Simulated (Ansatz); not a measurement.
# CH8GeNOPSi: two geometries relaxed

Are the two ends of the inversion of the pyramid at N3 separate minima, and which lies lower? Each is relaxed from a guess. SMILES of the start: [CH3][Ge]1([NH2])[O][SiH2][PH]1.

Method: RHF/def2-SVP, in Ansatz 0.2.0.

**1. The structure to begin with**

Bond lengths: C1–Ge2 1.953 Å, Ge2–N3 1.844 Å, Ge2–O4 1.767 Å, O4–Si5 1.704 Å, Ge2–P6 2.273 Å, Si5–P6 2.201 Å, C1–H7 1.097 Å, C1–H8 1.131 Å, C1–H9 1.072 Å, N3–H10 1.055 Å, N3–H11 1.081 Å, Si5–H12 1.477 Å, Si5–H13 1.526 Å, P6–H14 1.484 Å. Angles (14 of 25 angles, heavy atoms first): C1–Ge2–N3 111.4°, C1–Ge2–O4 116.8°, C1–Ge2–P6 113.6°, N3–Ge2–O4 109.0°, N3–Ge2–P6 112.5°, O4–Ge2–P6 92.1°, Ge2–O4–Si5 99.1°, O4–Si5–P6 96.4°, Ge2–P6–Si5 72.3°, Ge2–C1–H7 108.0°, Ge2–C1–H8 104.7°, Ge2–C1–H9 110.9°, Ge2–N3–H10 107.1°, Ge2–N3–H11 105.5°.

Structure file:

```xyz
14

C    -0.7884   -1.9212    0.2766
Ge    0.2243   -0.3462   -0.2780
N     1.7699   -0.8180   -1.1671
O    -0.6414    0.8639   -1.2304
Si   -0.5535    2.1746   -0.1455
P     0.6056    1.1313    1.4073
H    -1.0783   -2.4720   -0.6262
H    -1.7229   -1.5064    0.7593
H    -0.2461   -2.4854    1.0098
H     2.3104    0.0708   -1.3415
H     2.3752   -1.3387   -0.4384
H     0.2536    3.2693   -0.7213
H    -1.9147    2.6349    0.3694
H    -0.6066    0.7139    2.1547
```

**2. Relaxing end A**

input.yaml reads:

```yaml
crystal:
  periodic: [false, false, false]
  atoms:
    - { symbol: C, position_ang: [-0.7884, -1.9212, 0.2766] }
    - { symbol: Ge, position_ang: [0.2243, -0.3462, -0.278] }
    - { symbol: "N", position_ang: [1.7699, -0.818, -1.1671] }
    - { symbol: O, position_ang: [-0.6414, 0.8639, -1.2304] }
    - { symbol: Si, position_ang: [-0.5535, 2.1746, -0.1455] }
    - { symbol: P, position_ang: [0.6056, 1.1313, 1.4073] }
    - { symbol: H, position_ang: [-1.0783, -2.472, -0.6262] }
    - { symbol: H, position_ang: [-1.7229, -1.5064, 0.7593] }
    - { symbol: H, position_ang: [-0.2461, -2.4854, 1.0098] }
    - { symbol: H, position_ang: [2.3104, 0.0708, -1.3415] }
    - { symbol: H, position_ang: [2.3752, -1.3387, -0.4384] }
    - { symbol: H, position_ang: [0.2536, 3.2693, -0.7213] }
    - { symbol: H, position_ang: [-1.9147, 2.6349, 0.3694] }
    - { symbol: H, position_ang: [-0.6066, 0.7139, 2.1547] }
basis:
  gaussian: { orbitals: def2-SVP }
hamiltonian:
  xc: hf
relax:
  f_tol: 0.015
  max_steps: 40
```

On the command line:

```
ansatz run input.yaml --threads 2 --pin off --max-ram 3072MiB --backend cpu --events-out ev --progress --plain --runs-dir out
```

Standard output, shortened:

```text
Warning: RAYON_NUM_THREADS=2 ignored (pool sized by the plan → 2); use --threads N
[...]
Functional definition: HF
[...]
1581 factors; integrals over basis functions are off by at most 4.1e-4 eV
[...]
mean field -78269.47382343 eV, -2876.3501100563 hartree, gradient 1.4e-5 eV, S^2 0.000000; 0 other end points of the search recorded, 0 dependent functions left out
[...]
reference -78269.47382343 eV, -2876.3501100563 hartree; 45, 45 occupied and 105, 105 virtual orbitals, 1581 factors
relax step   1: F+E_penalty+E_count = -78269.47382343 eV  Δ(F+E_penalty+E_count) = +0.000e0 eV  max|allowed force component| = 2.375e0 eV/Å  Δτ_max = 0.0000 Å  (36 SCF iters, accepted)
[...]
relax step   4: F+E_penalty+E_count = -78270.13062472 eV  Δ(F+E_penalty+E_count) = -1.061e-2 eV  max|allowed force component| = 6.445e-1 eV/Å  Δτ_max = 0.1221 Å  (32 SCF iters, accepted)
[...]
relax step   7: F+E_penalty+E_count = -78270.17685297 eV  Δ(F+E_penalty+E_count) = -5.044e-3 eV  max|allowed force component| = 8.536e-2 eV/Å  Δτ_max = 0.1142 Å  (32 SCF iters, accepted)
[...]
relax step  10: F+E_penalty+E_count = -78270.17869706 eV  Δ(F+E_penalty+E_count) = -3.109e-4 eV  max|allowed force component| = 6.331e-2 eV/Å  Δτ_max = 0.0292 Å  (34 SCF iters, accepted)
[...]
relax step  13: F+E_penalty+E_count = -78270.17970096 eV  Δ(F+E_penalty+E_count) = -5.387e-4 eV  max|allowed force component| = 7.303e-2 eV/Å  Δτ_max = 0.0178 Å  (27 SCF iters, accepted)
[...]
relax step  14: F+E_penalty+E_count = -78270.17995941 eV  Δ(F+E_penalty+E_count) = -2.584e-4 eV  max|allowed force component| = 3.975e-2 eV/Å  Δτ_max = 0.0232 Å  (34 SCF iters, accepted)
[...]
relax step  15: F+E_penalty+E_count = -78270.18027413 eV  Δ(F+E_penalty+E_count) = -3.147e-4 eV  max|allowed force component| = 1.174e-1 eV/Å  Δτ_max = 0.0641 Å  (33 SCF iters, accepted)
[...]
1581 factors; integrals over basis functions are off by at most 3.9e-4 eV
```

**3. More of the same log: end point A relaxed**

The log, continued, shortened:

```text
mean field -78270.18057769 eV, -2876.3760827964 hartree, gradient 2.5e-5 eV, S^2 0.000000; 0 other end points of the search recorded, 0 dependent functions left out
[...]
reference -78270.18057769 eV, -2876.3760827964 hartree; 45, 45 occupied and 105, 105 virtual orbitals, 1581 factors
relax step  16: F+E_penalty+E_count = -78270.18057769 eV  Δ(F+E_penalty+E_count) = -3.036e-4 eV  max|allowed force component| = 8.584e-2 eV/Å  Δτ_max = 0.0072 Å  (26 SCF iters, accepted)
[...]
relax step  19: F+E_penalty+E_count = -78270.18227774 eV  Δ(F+E_penalty+E_count) = -9.132e-4 eV  max|allowed force component| = 1.563e-1 eV/Å  Δτ_max = 0.0095 Å  (27 SCF iters, accepted)
[...]
relax step  22: F+E_penalty+E_count = -78270.20296281 eV  Δ(F+E_penalty+E_count) = -2.010e-3 eV  max|allowed force component| = 3.164e-1 eV/Å  Δτ_max = 0.2000 Å  (32 SCF iters, accepted)
[...]
Atom 4 at    -0.641186     2.228814    -0.184240 Å, force    -0.003050    -0.004842    -0.002778 eV/Å
Atom 5 at     0.581757     1.359786     1.568228 Å, force     0.000662    -0.002703     0.009846 eV/Å
Atom 6 at    -0.917287    -2.445446    -0.652931 Å, force     0.002002     0.001445     0.000932 eV/Å
Atom 7 at    -1.729447    -1.609011     0.677781 Å, force     0.000233    -0.000737    -0.000998 eV/Å
Atom 8 at    -0.272418    -2.575005     0.992870 Å, force    -0.000053     0.001074    -0.000304 eV/Å
Atom 9 at     2.635617    -0.166845    -0.916868 Å, force    -0.002834    -0.000421     0.001946 eV/Å
Atom 10 at     1.908939    -1.512596    -1.528983 Å, force    -0.000256    -0.000111     0.000160 eV/Å
Atom 11 at     0.027959     3.368393    -0.845091 Å, force     0.001189     0.000621     0.000373 eV/Å
Atom 12 at    -2.015311     2.628983     0.185927 Å, force     0.000412     0.000561     0.000848 eV/Å
Atom 13 at    -0.533653     0.958583     2.341661 Å, force     0.003137     0.002468     0.000193 eV/Å
Dipole moment:    -0.027901    -0.307994    -0.089158 e Å
```

Run time: 2.2 min. Hardware: 2 threads of Arm Neoverse V1, shared host; peak memory 0.47 GiB.

Step by step:

```tsv
step	energy from step 1 (eV)	largest force component (eV/Å)
1	0.0000	2.3751
2	-0.5431	1.1297
3	-0.6462	0.6199
4	-0.6568	0.6445
5	-0.6921	0.1462
6	-0.6980	0.2501
7	-0.7030	0.0854
8	-0.7046	0.0376
9x	-0.7035	0.3753
10	-0.7049	0.0633
11	-0.7050	0.0642
12	-0.7053	0.1951
13	-0.7059	0.0730
14	-0.7061	0.0397
15	-0.7065	0.1174
16	-0.7068	0.0858
17	-0.7072	0.0529
18	-0.7075	0.3188
19	-0.7085	0.1563
20	-0.7187	0.7096
21	-0.7271	0.3140
22	-0.7291	0.3164
23	-0.7467	0.2068
24	-0.7493	0.1412
25	-0.7503	0.0223
26	-0.7504	0.0188
27	-0.7505	0.0098
```

Step 1 is the start. 1 step was tried and not accepted (marked x).

After: Bond lengths: C1–Ge2 1.940 Å, Ge2–N3 1.807 Å, Ge2–O4 1.817 Å, O4–Si5 1.653 Å, Ge2–P6 2.358 Å, Si5–P6 2.307 Å, C1–H7 1.092 Å, C1–H8 1.090 Å, C1–H9 1.090 Å, N3–H10 1.002 Å, N3–H11 1.003 Å, Si5–H12 1.478 Å, Si5–H13 1.478 Å, P6–H14 1.415 Å. Angles (14 of 25 angles, heavy atoms first): C1–Ge2–N3 109.7°, C1–Ge2–O4 109.4°, C1–Ge2–P6 121.5°, N3–Ge2–O4 113.1°, N3–Ge2–P6 113.1°, O4–Ge2–P6 88.1°, Ge2–O4–Si5 105.3°, O4–Si5–P6 94.0°, Ge2–P6–Si5 72.6°, Ge2–C1–H7 109.7°, Ge2–C1–H8 110.5°, Ge2–C1–H9 110.5°, Ge2–N3–H10 119.1°, Ge2–N3–H11 118.7°.

**4. Relaxing end B**

The second end starts from a geometry with the move made by hand.

Changes to input.yaml since step 2:

```diff
@@ -12,4 +12,4 @@
     - { symbol: H, position_ang: [-0.2461, -2.4854, 1.0098] }
-    - { symbol: H, position_ang: [2.3104, 0.0708, -1.3415] }
-    - { symbol: H, position_ang: [2.3752, -1.3387, -0.4384] }
+    - { symbol: H, position_ang: [1.69785, -0.425, -2.14326] }
+    - { symbol: H, position_ang: [1.69971, -1.88544, -1.32254] }
     - { symbol: H, position_ang: [0.2536, 3.2693, -0.7213] }
@@ -24 +24,3 @@
   max_steps: 40
+output:
+  orbitals: {}
```

On the command line:

```
ansatz run input.yaml --threads 2 --pin off --max-ram 3072MiB --backend cpu --events-out ev --progress --plain --runs-dir out
```

Standard output, shortened:

```text
Warning: RAYON_NUM_THREADS=2 ignored (pool sized by the plan → 2); use --threads N
[...]
Functional definition: HF
[...]
1582 factors; integrals over basis functions are off by at most 4.1e-4 eV
[...]
mean field -78269.47358005 eV, -2876.3501011122 hartree, gradient 1.6e-5 eV, S^2 0.000000; 0 other end points of the search recorded, 0 dependent functions left out
[...]
reference -78269.47358005 eV, -2876.3501011122 hartree; 45, 45 occupied and 105, 105 virtual orbitals, 1582 factors
relax step   1: F+E_penalty+E_count = -78269.47358005 eV  Δ(F+E_penalty+E_count) = +0.000e0 eV  max|allowed force component| = 2.718e0 eV/Å  Δτ_max = 0.0000 Å  (36 SCF iters, accepted)
[...]
relax step   4: F+E_penalty+E_count = -78270.13822957 eV  Δ(F+E_penalty+E_count) = -3.837e-2 eV  max|allowed force component| = 3.543e-1 eV/Å  Δτ_max = 0.0834 Å  (33 SCF iters, accepted)
[...]
Atom 4 at    -0.644280     2.183915    -0.213838 Å, force     0.000871    -0.014388     0.004214 eV/Å
Atom 5 at     0.765988     1.243538     1.351927 Å, force    -0.000446    -0.001761    -0.000693 eV/Å
Atom 6 at    -1.194036    -2.482017    -0.634911 Å, force     0.000016     0.000821    -0.000700 eV/Å
Atom 7 at    -1.792254    -1.604735     0.780447 Å, force     0.001204     0.000341    -0.001038 eV/Å
Atom 8 at    -0.348527    -2.630886     0.915302 Å, force    -0.001028    -0.000861     0.000212 eV/Å
Atom 9 at     2.376843    -0.357968    -1.396367 Å, force    -0.003263    -0.002008     0.001614 eV/Å
Atom 10 at     1.508995    -1.662622    -1.904603 Å, force    -0.003894    -0.008857    -0.009812 eV/Å
Atom 11 at    -0.016172     3.292281    -0.962081 Å, force     0.000581     0.002024    -0.001189 eV/Å
Atom 12 at    -1.930938     2.650266     0.344570 Å, force    -0.003021     0.001761    -0.000340 eV/Å
Atom 13 at    -0.249796     0.889855     2.271974 Å, force     0.001883     0.003813    -0.001772 eV/Å
Dipole moment:    -0.054123    -0.305414    -0.085654 e Å
```

It took 67 s on 2 threads of Arm Neoverse V1, shared host; peak memory 0.47 GiB.

Step by step:

```tsv
step	energy from step 1 (eV)	largest force component (eV/Å)
1	0.0000	2.7176
2	-0.5240	1.0581
3	-0.6263	0.6650
4	-0.6646	0.3543
5	-0.7004	0.1693
6	-0.7167	0.3133
7	-0.7385	0.1352
8	-0.7439	0.1052
9	-0.7489	0.0773
10	-0.7495	0.0563
11	-0.7506	0.0366
12	-0.7507	0.0164
13	-0.7507	0.0144
```

Step 1 is the start.

After: Bond lengths: C1–Ge2 1.940 Å, Ge2–N3 1.806 Å, Ge2–O4 1.817 Å, O4–Si5 1.653 Å, Ge2–P6 2.358 Å, Si5–P6 2.308 Å, C1–H7 1.092 Å, C1–H8 1.090 Å, C1–H9 1.090 Å, N3–H10 1.002 Å, N3–H11 1.003 Å, Si5–H12 1.477 Å, Si5–H13 1.478 Å, P6–H14 1.415 Å. Angles (14 of 25 angles, heavy atoms first): C1–Ge2–N3 109.7°, C1–Ge2–O4 109.5°, C1–Ge2–P6 121.4°, N3–Ge2–O4 113.1°, N3–Ge2–P6 113.1°, O4–Ge2–P6 88.2°, Ge2–O4–Si5 105.3°, O4–Si5–P6 94.0°, Ge2–P6–Si5 72.5°, Ge2–C1–H7 109.7°, Ge2–C1–H8 110.5°, Ge2–C1–H9 110.4°, Ge2–N3–H10 119.1°, Ge2–N3–H11 118.7°.

**5. Outcome**

| quantity | value |
| --- | --- |
| end A | 25 moves, 0.750 eV lower |
| end B | 12 moves, 0.751 eV lower |
| largest difference between the ends | 0.02 Å |
| end B relative to end A | -0.000 eV |

Both starts fell into the same minimum (no atom differs by more than 0.02 Å), so from this start no second minimum was found and no band was run; another arrangement could still be one.
